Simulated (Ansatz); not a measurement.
# CH₄ClFOSi: small, medium and large basis sets

An exercise on one series of results from a longer session: the logs are not shown, and one member is left open.

The runs use Ansatz 0.2.0, Gaussian basis; one geometry, several basis sets.

Levels to be run: PBE0-D4/def2-SVP; ωB97M-V/def2-SVP; PBE0-D4/def2-QZVPP; ωB97M-V/def2-QZVPP; the functionals' def2-TZVPP values are taken from earlier runs.

**Structure used throughout**

All runs share one geometry, relaxed beforehand with PBE0-D4 in a triple-zeta def2 set.

9 atoms, charge 0, spin multiplicity 1.

Atoms are counted from 1 here; the program's logs count them from 0.

Bond lengths: O1–Si2 1.624 Å, O1–H6 0.961 Å, Si2–F3 1.594 Å, Si2–C4 1.874 Å, Si2–H7 1.475 Å, C4–Cl5 1.791 Å, C4–H8 1.091 Å, C4–H9 1.090 Å. Angles: Si2–O1–H6 116.8°, O1–Si2–F3 111.4°, O1–Si2–C4 110.8°, O1–Si2–H7 107.5°, F3–Si2–C4 106.7°, F3–Si2–H7 107.9°, C4–Si2–H7 112.5°, Si2–C4–Cl5 108.8°, Si2–C4–H8 111.9°, Si2–C4–H9 112.5°, Cl5–C4–H8 107.4°, Cl5–C4–H9 107.5°, H8–C4–H9 108.6°.

The first run:

The input, in.yaml:

```yaml
crystal:
  periodic: [false, false, false]
  atoms:
    - {symbol: O, position_ang: [-0.446267, 1.074390, 1.418001]}
    - {symbol: Si, position_ang: [0.616218, 0.174442, 0.581666]}
    - {symbol: F, position_ang: [1.723240, 1.082461, -0.118659]}
    - {symbol: C, position_ang: [-0.246490, -0.774433, -0.784604]}
    - {symbol: Cl, position_ang: [-1.336704, 0.342190, -1.662499]}
    - {symbol: H, position_ang: [-1.113049, 1.542340, 0.908617]}
    - {symbol: H, position_ang: [1.298721, -0.713351, 1.542193]}
    - {symbol: H, position_ang: [-0.860142, -1.585597, -0.390571]}
    - {symbol: H, position_ang: [0.452972, -1.188742, -1.511243]}
basis:
  gaussian: {orbitals: def2-SVP}
hamiltonian: {xc: pbe0, dispersion: d4}
output: {orbitals: {seedname: orbitals}}
```

Among the steps run: PBE0-D4 in def2-SVP; ωB97M-V in def2-SVP; PBE0-D4 in def2-QZVPP; ωB97M-V in def2-QZVPP.

One of the session's tables, all rows but one given; the rest of the session is left out.

It belongs to the step «Density functionals: the series». 

```
functional       basis  HOMO (eV)  LUMO (eV)
   PBE0-D4    def2-SVP      -8.30       0.39
   PBE0-D4  def2-TZVPP      -8.43      -0.13
   PBE0-D4  def2-QZVPP      -8.47      -0.33
   ωB97M-V    def2-SVP     -10.51       2.58
   ωB97M-V  def2-TZVPP     -10.68       1.83
   ωB97M-V  def2-QZVPP          ?          ?
```

Q: Estimate the row for ωB97M-V, def2-QZVPP from the others.

As computed: HOMO (eV): -10.73; LUMO (eV): 1.39. In the column «HOMO (eV)» it is the lowest.
